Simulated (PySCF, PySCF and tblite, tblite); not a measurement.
# C4H3NO2: a path driven as a shift of bonds, and NMR exchange

One table from this session's results is given with a row withheld; the runs are named, their logs left out.

Programs: PySCF 2.14.0 with density-fitted response routines of our own, and tblite 0.8.0. All values are computed, except where a source is named. Atoms count from 0 throughout.

### The molecule as given

10 atoms, charge 0, multiplicity 1; geometry from: force field or distance geometry start.

Bonds of the start (Å): C1–C2 1.41, C2–C3 1.47, C2–C5 1.36, C3–H7 1.11, C3–O4 1.23, C5–H8 1.08, C5–O6 1.37, N0–C1 1.17, O6–H9 0.99.

Set-up of the first run:

The job: settings as JSON, then the geometry in Å.

```
{"job": {"xc": "GFN2-xTB", "basis": "xTB", "kind": "relax"}, "charge": 0, "multiplicity": 1}
N      2.633900     1.436200     0.444900
C      1.596600     0.899100     0.461100
C      0.372300     0.202000     0.507300
C      0.385400    -1.260900     0.635100
O     -0.640100    -1.945800     0.688400
C     -0.811800     0.856500     0.409600
O     -2.058100     0.294800     0.429600
H      1.393700    -1.722300     0.717000
H     -0.887100     1.931100     0.309600
H     -1.976200    -0.686100     0.532200
```

Launch:

```
$ OMP_NUM_THREADS=1 python ens_run.py task.json out
```

The driver reads the study from task.json and runs its stages one after another.

Steps of the session up to this table: GFN2-xTB relaxation, start minimum; Relaxed scan, to the middle; Relaxed scan, from the middle, back; Relaxed scan, from the middle, on; Nudged elastic band, leg 1; Saddle search, leg 1; DFT refinement, start: B3LYP-D3(BJ)/def2-SVP; Shieldings, start: PBE0/pcSseg-1 in water; Shieldings, saddle of leg 1: PBE0/pcSseg-1 in water; Barriers, rates and exchange; Shieldings, start: HF/pcSseg-1 in water; Single-point energy, saddle of leg 1: HF/pcSseg-1 in water; Second level: HF/pcSseg-1 + D3(BJ), IEF-PCM water.

One table of the session follows, with a row left open; its other results are not shown here.

It belongs to the step «Second level: HF/pcSseg-1 + D3(BJ), IEF-PCM water». Barriers by level (kcal/mol; entropies in cal/(mol K)). Zero-point and thermal terms come from xTB in every row. ΔG‡ leaves symmetry out; the rate counts one path; effective ΔG‡, where given, is the barrier that would give that rate by Eyring's equation alone:

| level | ΔE‡ | with zero-point | ΔH‡ | ΔG‡ (298 K) |
| --- | --- | --- | --- | --- |
| GFN2-xTB | ? | ? | ? | ? |
| B3LYP-D3(BJ)/def2-SVP | 2.06 | -0.33 | -0.62 | -0.07 |
| PBE0/pcSseg-1 + D3(BJ), IEF-PCM water | 1.52 | -0.86 | -1.15 | -0.60 |
| HF/pcSseg-1 + D3(BJ), IEF-PCM water | 6.61 | 4.22 | 3.94 | 4.48 |

**Question.** Estimate the row for GFN2-xTB.

**Answer.** ΔE‡: 3.61; with zero-point: 1.22; ΔH‡: 0.93; ΔG‡ (298 K): 1.48. In the column «ΔE‡» it lies between B3LYP-D3(BJ)/def2-SVP (2.06) and HF/pcSseg-1 + D3(BJ), IEF-PCM water (6.61).

Where the barrier is not positive, the rates in the log have no meaning.

Limits of these values: The moving atom is hydrogen and the barrier is narrow, so tunnelling, which is left out, should speed the exchange.
